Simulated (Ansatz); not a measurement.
**Cd5Se: a trial structure relaxed**

Aim: relax a trial structure of Cd5Se and see where it ends.

Method: DFT PBE, scalar-relativistic, plane waves, PAW, in Ansatz 0.2.0.

### 1 The system as given

Symmetry: F-43m, No. 216, cubic system. Conventional cell: a = 8.416 Å, b = 8.416 Å, c = 8.416 Å, α = 90.00°, β = 90.00°, γ = 90.00°. Around Cd (site symmetry 3m) lie 9 Cd at 2.98 to 3.49 Å and 3 Se at 3.49 Å. Around Cd (site symmetry -43m) lie 12 Cd at 3.49 Å and 4 Se at 3.64 Å. Se (site symmetry -43m) is surrounded by 16 Cd at 3.49 to 3.64 Å.

Structure file:

```
Cd Se
1.0
     0.00000    4.20816    4.20816
     4.20816    0.00000    4.20816
     4.20816    4.20816    0.00000
Cd Se
5 1
Direct
  0.37500 0.37500 0.87500
  0.37500 0.87500 0.37500
  0.87500 0.37500 0.37500
  0.37500 0.37500 0.37500
  0.75000 0.75000 0.75000
  0.00000 0.00000 0.00000
```

The cell is invented: species swapped into a database cell of Be5Au (F-43m, No. 216), with Cd on the Be sites and Se on the Au sites. Lengths come from tabulated atomic sizes and are only a guess.

### 2 The guess as it stands, on a coarse mesh

The input, input.yaml:

```yaml
crystal:
  lattice:
    - [0.0, 4.20815747, 4.20815747]
    - [4.20815747, 0.0, 4.20815747]
    - [4.20815747, 4.20815747, 0.0]
  atoms:
    - { symbol: Cd, position: [0.375, 0.375, 0.875] }
    - { symbol: Cd, position: [0.375, 0.875, 0.375] }
    - { symbol: Cd, position: [0.875, 0.375, 0.375] }
    - { symbol: Cd, position: [0.375, 0.375, 0.375] }
    - { symbol: Cd, position: [0.75, 0.75, 0.75] }
    - { symbol: Se, position: [0.0, 0.0, 0.0] }
basis:
  ecutwfc: 420
kpoints:
  mp_grid: { grid: [4, 4, 4] }
hamiltonian:
  xc: pbe
scf:
  occupations: { method: gaussian, width: 0.1 }
  lower_state_search: "off"
output:
  forces: true
  stress: true
  eigenvalues: true
```

The run is started by

```
$ ansatz run input.yaml --threads 1 --pin off --max-ram 2560MiB --backend cpu --events-out ev --progress --plain --runs-dir out
```

The log of the run, cut to the lines that bear on the results:

```text
[...]
SCF converged after 7 iterations
Free energy (F): -46740.580931 eV
[...]
E sigma→0 (E₀):  -46740.564250 eV
Entropy (-TS):   -0.033363 eV (-5.560 meV/atom)
Fermi energy:    11.423169 eV
[...]
--- Forces (eV/Å), atoms counted from 1 ---
  atom   1  Cd    -0.01965723    -0.01965723     0.01965723
  atom   2  Cd    -0.01965723     0.01965723    -0.01965723
  atom   3  Cd     0.01965723    -0.01965723    -0.01965723
  atom   4  Cd     0.01965723     0.01965723     0.01965723
  atom   5  Cd    -0.00000000     0.00000000     0.00000000
  atom   6  Se     0.00000000     0.00000000     0.00000000
[...]
--- Stress (GPa, compression-positive) ---
       -0.993828      -0.000000      -0.000000
        0.000000      -0.993828       0.000000
       -0.000000       0.000000      -0.993828
  P = ⅓ Tr σ = -0.9938 GPa (-9.938 kbar)
--- Band table (eV; the first three rows and the last of 8) ---
[...]
```

Wall time 8 s (1 thread of Intel Xeon at 2.70GHz, shared host); peak memory 0.41 GiB.

From the probe: pressure -1.0 GPa, largest force 0.03 eV/Å, gap on this mesh none (metal). The relaxation goes to the converged mesh at once.

### 3 Full relaxation

Changes to input.yaml since step 2:

```diff
@@ -15,3 +15,3 @@
 kpoints:
-  mp_grid: { grid: [4, 4, 4] }
+  mp_grid: { grid: [8, 8, 8] }
 hamiltonian:
@@ -20,3 +20,2 @@
   occupations: { method: gaussian, width: 0.1 }
-  lower_state_search: "off"
 output:
@@ -25 +24,10 @@
   eigenvalues: true
+  write_density: true
+  write_potential: true
+  elf: true
+  volumetric_format: npy
+relax:
+  adjacent_minimum: "off"
+  f_tol: 0.01
+  max_steps: 80
+  cell: { stress_tol: 0.05 }
```

The run is started by

```
$ ansatz run input.yaml --threads 1 --pin off --max-ram 2560MiB --backend cpu --events-out ev --progress --plain --runs-dir out
```

The log of the run, cut to the lines that bear on the results:

```text
Warning: RAYON_NUM_THREADS=1 ignored (pool sized by the plan → 1); use --threads N
[...]
Pseudopotentials: kind: paw
Pseudopotential: Cd, paw, valence charge 20, recommended cutoff 420 eV (normal), Cd.paw.azcp
Pseudopotential: Se, paw, valence charge 16, recommended cutoff 420 eV (normal), Se.paw.azcp
Functional definition: PBE
[...]
Crystal: 6 atoms, lattice volume = 149.041 Å³
Basis set: ecut = 420 eV, 2891 PW (Γ), exchange–correlation on 80×80×80 points (8 copies of the dense FFT grid, shifted against one another)
Bands: 70, of which v1, the nominal top of the filled ones, is band 58 counted from 1 (57 counted from 0)
Symmetry: 24 space group operations
Space group: F-43m (ITA 216), of the structure as read, at distance tolerance 5.3e-5 Å
k-points: 29 of 512 (time reversal used)
[...]
  P = ⅓ Tr σ = 0.0254 GPa (0.254 kbar)
--- Band table (eV; the first three rows and the last of 29) ---
[...]
--- Relaxed structure (3 steps of the walk, 3 accepted, 1 SCFs on fresh bases) ---
  F+E_penalty+E_count = -46740.54462518 eV   max|allowed force component| = 9.599e-3 eV/Å   (the final SCF, on the basis selected at the relaxed cell)
  cell:  # Å, volume = 144.9166 Å³
    - [1.019074406579118e-33, 4.168975726741671, 4.168975726741671]
    - [4.168975726741671, 1.4521810293752434e-33, 4.168975726741671]
    - [4.168975726741671, 4.168975726741671, 3.897959605165126e-33]
  atoms:
    - { symbol: Cd, position: [0.3750651770841134, 0.3750651770841134, 0.8748044687476602] }
    - { symbol: Cd, position: [0.3750651770841134, 0.8748044687476602, 0.37506517708411347] }
    - { symbol: Cd, position: [0.8748044687476602, 0.3750651770841134, 0.37506517708411347] }
    - { symbol: Cd, position: [0.3750651770841134, 0.3750651770841134, 0.3750651770841134] }
    - { symbol: Cd, position: [0.75, 0.75, 0.75] }
    - { symbol: Se, position: [3.4352395483131433e-20, 8.58809887078297e-21, -8.58809887078275e-21] }
```

Wall time 2.5 min (1 thread of Intel Xeon at 2.70GHz, shared host); peak memory 0.56 GiB.

The steps of the relaxation:

| step | E - E(step 1) (eV/cell) | largest force component (eV/Å) | pressure (GPa) | volume (Å³) |
| --- | --- | --- | --- | --- |
| 1 | 0.0000 | 0.0133 | -0.96 | 149.04 |
| 2 | -0.0133 | 0.0053 | -0.18 | 145.68 |
| 3 | -0.0139 | 0.0096 | 0.02 | 144.92 |
| 4 | -0.0126 | 0.0096 | 0.03 | 144.92 |

Step 1 is the start. Step 4 repeats the geometry before it on a plane-wave basis chosen anew for that cell, so its energy need not be comparable with the rows above.

Lengths and angles in the start's conventional setting:

|  | before | after | change |
| --- | --- | --- | --- |
| a (Å) | 8.416 | 8.338 | -0.9 % |
| b (Å) | 8.416 | 8.338 | -0.9 % |
| c (Å) | 8.416 | 8.338 | -0.9 % |
| volume (Å³/atom) | 24.84 | 24.15 | -2.8 % |
| shortest distance (Å) | 2.976 | 2.946 | -1.0 % |
| space group (0.01 Å) | F-43m | F-43m | same |

The run keeps the 24 symmetry operations of the start, so it could not have lowered the symmetry.

The maps below are laid out on this run's own conventional cell (a, b, c = 8.338, 8.338, 8.338 Å).

Density in a lattice plane of the grid's cell (edges 8.34 and 8.34 Å, at 0.125 of the third edge), which holds Cd.

Ten even steps from '0' (0.06 e/Å³) to '9' (20.41 e/Å³):
```
000000001210000000000000
000000016961000000000000
000000016961000000000000
000000001210000000000000
000000000000000000000000
001210000000000000000000
016961000000000000000000
016961000000000000000000
001210000000000000000000
000000000000000000000000
000000000000000000001210
000000000000000000016961
000000000000000000016961
000000000000000000001210
000000000000000000000000
000000000000001210000000
000000000000016961000000
000000000000016961000000
000000000000001210000000
000000000000000000000000
```
Columns run along the first of these edges and rows up along the second, over one cell in 24 and 20 even steps from the bottom left corner. Atoms in the plane (fractional): Cd at (0.12, 0.62), Cd at (0.62, 0.12), Cd at (0.38, 0.88), Cd at (0.88, 0.38).

ELF in the same plane.

Values, 12 rows by 12 columns:
```
0.65 0.45 0.14 0.21 0.58 0.58 0.20 0.26 0.21 0.15 0.12 0.45
0.18 0.14 0.18 0.21 0.59 0.58 0.20 0.21 0.20 0.19 0.14 0.12
0.15 0.21 0.21 0.21 0.21 0.21 0.15 0.15 0.19 0.24 0.19 0.15
0.20 0.58 0.59 0.21 0.18 0.14 0.18 0.12 0.14 0.19 0.20 0.21
0.20 0.58 0.58 0.21 0.14 0.45 0.65 0.45 0.12 0.15 0.21 0.26
0.22 0.20 0.20 0.15 0.18 0.65 0.76 0.65 0.18 0.15 0.20 0.20
0.20 0.26 0.21 0.15 0.12 0.45 0.65 0.45 0.14 0.21 0.58 0.58
0.20 0.21 0.20 0.19 0.14 0.12 0.18 0.14 0.18 0.21 0.59 0.58
0.15 0.15 0.19 0.24 0.19 0.15 0.15 0.21 0.21 0.21 0.21 0.21
0.18 0.12 0.14 0.19 0.20 0.21 0.20 0.58 0.59 0.21 0.18 0.14
0.65 0.45 0.12 0.15 0.21 0.26 0.20 0.58 0.58 0.21 0.14 0.45
0.76 0.65 0.18 0.15 0.20 0.20 0.22 0.20 0.20 0.15 0.18 0.65
```
Columns run along the first of these edges and rows up along the second, over one cell in 12 and 12 even steps from the bottom left corner. Atoms in the plane (fractional): Cd at (0.12, 0.62), Cd at (0.62, 0.12), Cd at (0.38, 0.88), Cd at (0.88, 0.38).

Both are smooth fields of the valence electrons: close to the nuclei they are not physical.

Outside the cores ELF peaks at 0.80 in the shell around Se, 0.8 Å from Se.

### 4 What came out

```
                              quantity                                                                      value
symmetry at the end (tolerance 0.05 Å)                                                space group F-43m (No. 216)
                     conventional cell  a = 8.338 Å, b = 8.338 Å, c = 8.338 Å, α = 90.00°, β = 90.00°, γ = 90.00°
                                volume                                                              24.15 Å³/atom
              energy over the elements                                                              +0.13 eV/atom
                       gap on the mesh                                                               none (metal)
```

What this shows: The space group F-43m (No. 216) is kept, and the volume per atom shrinks by 2.8 % from the first guess. The formation energy is positive, so the separate elements lie lower. No finished test with a distortion of lower symmetry is shown, so the end may be a saddle point. Spin polarisation is off in the runs that give these values; a magnetic solution could lie lower.
